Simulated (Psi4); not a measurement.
**GeHF (SMILES [F][GeH]) at TPSSh/def2-TZVPP**

What is the energy change on altering one bond length of GeHF at TPSSh/def2-TZVPP? 

Program for the calculation: Psi4 1.11.

## Step 1: Starting point

GeHF: 3 atoms, total charge 0, spin state singlet. As SMILES, `[F][GeH]`. The coordinates come from a PBE0-D4/def2-TZVP relaxation.

Bond lengths: F1–Ge2 1.757 Å, Ge2–H3 1.609 Å. Angles: F1–Ge2–H3 94.2°.

## Step 2: A single-point energy at TPSSh/def2-TZVPP

The input, job.py:

```python
import psi4

psi4.set_memory(1600000000)
psi4.set_num_threads(1)
psi4.set_output_file('psi4.out', False)

m = psi4.geometry("""
0 1
F      0.672100     1.012600     0.469700
Ge    -0.657900     0.195200    -0.335600
H     -0.025200    -1.272700    -0.147400
symmetry c1
""")

psi4.set_options({
    'basis': 'def2-TZVPP',
    'puream': True,
    'e_convergence': 1e-09,
    'd_convergence': 1e-08,
    'scf_type': 'pk',
    'dft_radial_points': 99,
    'dft_spherical_points': 590,
})

e_tot = psi4.energy('tpssh')
print(f'tpssh energy: {e_tot:.10f} Eh')
```

Started as:

```
$ python job.py
```

psi4.out:

```text
[...]
  Running in c1 symmetry.
[...]
  Nuclear repulsion =   99.212640357430828
[...]
  Multiplicity = 1
[...]
  Nalpha       = 21
  Nbeta        = 21
[...]
    Number of basis functions: 93
[...]
   @RKS iter   1: -2176.03617628622123   -2.03414e+00   3.24894e-02 DIIS/ADIIS
[...]
   @RKS iter  11: -2177.45446856835315   -1.13687e-11   5.28291e-09 DIIS
[...]
    Orbital Energies [Eh]
    ---------------------
    Doubly Occupied:
       1A   -398.498868     2A    -49.610344     3A    -44.104842
       4A    -44.101915     5A    -44.100156     6A    -24.571433
       7A     -6.178738     8A     -4.351699     9A     -4.343576
      10A     -4.337157    11A     -1.197337    12A     -1.182852
      13A     -1.177718    14A     -1.177388    15A     -1.170898
      16A     -1.104560    17A     -0.515192    18A     -0.394738
      19A     -0.385662    20A     -0.369513    21A     -0.245227
[...]
  @RKS Final Energy: -2177.45446856835315
   => Energetics <=
    Nuclear Repulsion Energy =             99.2126403574308284
    One-Electron Energy =               -3232.1394911855222745
    Two-Electron Energy =                1036.5191493415043169
    DFT Exchange-Correlation Energy =     -81.0467670817654806
    Empirical Dispersion Energy =           0.0000000000000000
    VV10 Nonlocal Energy =                  0.0000000000000000
    Total Energy =                      -2177.4544685683526950
[...]
 Multipole Moments:
 ------------------------------------------------------------------------------------
     Multipole            Electronic (a.u.)      Nuclear  (a.u.)        Total (a.u.)
 ------------------------------------------------------------------------------------
 L = 1.  Multiply by 2.5417464519 to convert [e a0] to [Debye]
 Dipole X            :         -2.7872892            2.1520645           -0.6352247
 Dipole Y            :          0.4617765           -0.7472827           -0.2855062
 Dipole Z            :         -0.0000000           -0.0000000           -0.0000000
 Magnitude           :                                                    0.6964368
[...]
```

Standard output:

```text
tpssh energy: -2177.4544685684 Eh
```

Wall time 13 s (1 thread of Intel Xeon 6975P-C (Granite Rapids), shared host); peak memory 0.84 GiB.

## Step 3: The distorted shape: energy and gradient at TPSSh/def2-TZVPP

The input, calc.inp:

```
memory 1.6 GB

molecule {
  0 1
  F
  Ge 1 r2
  H 2 r3 1 a3

  r2 = 3.8645
  r3 = 1.60949
  a3 = 94.19502
  symmetry c1
  no_reorient
  no_com
}

set basis def2-TZVPP
set puream true
set e_convergence 1e-09
set d_convergence 1e-08
set scf_type pk
set dft_radial_points 99
set dft_spherical_points 590

e = gradient("tpssh")
print_variables()
```

Started as:

```
$ psi4 -i calc.inp -o calc.out -n 1
```

calc.out:

```text
[...]
  Running in c1 symmetry.
[...]
  Nuclear repulsion =   51.067054346532117
[...]
  Multiplicity = 1
[...]
  Nalpha       = 21
  Nbeta        = 21
[...]
    Number of basis functions: 93
[...]
   @RKS iter   1: -2175.82286581834751   -2.21700e+00   3.21520e-02 ADIIS/DIIS
[...]
   @RKS iter  30: -2177.27366744798655    4.54747e-13   3.39979e-09 DIIS
[...]
    Orbital Energies [Eh]
    ---------------------
    Doubly Occupied:
       1A   -398.590419     2A    -49.701706     3A    -44.195798
       4A    -44.194472     5A    -44.190934     6A    -24.436463
       7A     -6.266757     8A     -4.438569     9A     -4.434048
      10A     -4.423299    11A     -1.271550    12A     -1.271221
      13A     -1.262804    14A     -1.259080    15A     -1.258189
      16A     -0.944515    17A     -0.557988    18A     -0.337386
      19A     -0.228564    20A     -0.222570    21A     -0.222214
[...]
  @RKS Final Energy: -2177.27366744798655
   => Energetics <=
    Nuclear Repulsion Energy =             51.0670543465321174
    One-Electron Energy =               -3134.3945489322454705
    Two-Electron Energy =                 986.9660733113290689
    DFT Exchange-Correlation Energy =     -80.9122461736023268
    Empirical Dispersion Energy =           0.0000000000000000
    VV10 Nonlocal Energy =                  0.0000000000000000
    Total Energy =                      -2177.2736674479865542
[...]
 Multipole Moments:
 ------------------------------------------------------------------------------------
     Multipole            Electronic (a.u.)      Nuclear  (a.u.)        Total (a.u.)
 ------------------------------------------------------------------------------------
 L = 1.  Multiply by 2.5417464519 to convert [e a0] to [Debye]
 Dipole X            :         -1.6105677            1.6663604            0.0557927
 Dipole Y            :         -7.3418909            3.5641879           -3.7777030
 Dipole Z            :         -0.0000000            0.0000000           -0.0000000
 Magnitude           :                                                    3.7781150
[...]
  -Total Gradient:
     Atom            X                  Y                   Z
    ------   -----------------  -----------------  -----------------
       1       -0.000397117231     0.018705093951     0.000000000000
       2       -0.004226201247    -0.017413611818     0.000000000002
       3        0.004624759742    -0.001293364446     0.000000000000
[...]
```

Run time: 28 s. Hardware: 1 thread of Intel Xeon 6975P-C (Granite Rapids), shared host; peak memory 0.76 GiB.

## Step 4: Results

At TPSSh/def2-TZVPP:

```
                                                          quantity           value
                                         first shape: total energy  -2177.45447 Eh
                                        first shape: dipole moment          1.77 D
                                          first shape: HOMO energy        -6.67 eV
                                          first shape: LUMO energy        -3.23 eV
                                        first shape: HOMO–LUMO gap         3.44 eV
                                     distorted shape: total energy  -2177.27367 Eh
                                    distorted shape: dipole moment          9.60 D
                                      distorted shape: HOMO energy        -6.05 eV
                                      distorted shape: LUMO energy        -5.42 eV
                                    distorted shape: HOMO–LUMO gap         0.63 eV
                         distorted shape: largest force on an atom      0.962 eV/Å
energy change with the F1–Ge2 bond stretched from 1.757 to 3.865 Å        4.920 eV
```

In words: One bond (distorted shape) is far stretched, which a spin-restricted single reference describes badly; a broken-symmetry solution may lie lower. With the F1–Ge2 bond stretched from 1.757 to 3.865 Å the energy rises by 4.92 eV (113 kcal/mol). The first shape isn't relaxed at this level, so the change isn't measured from a minimum. A restricted reference can't describe the breaking bond well at this length.
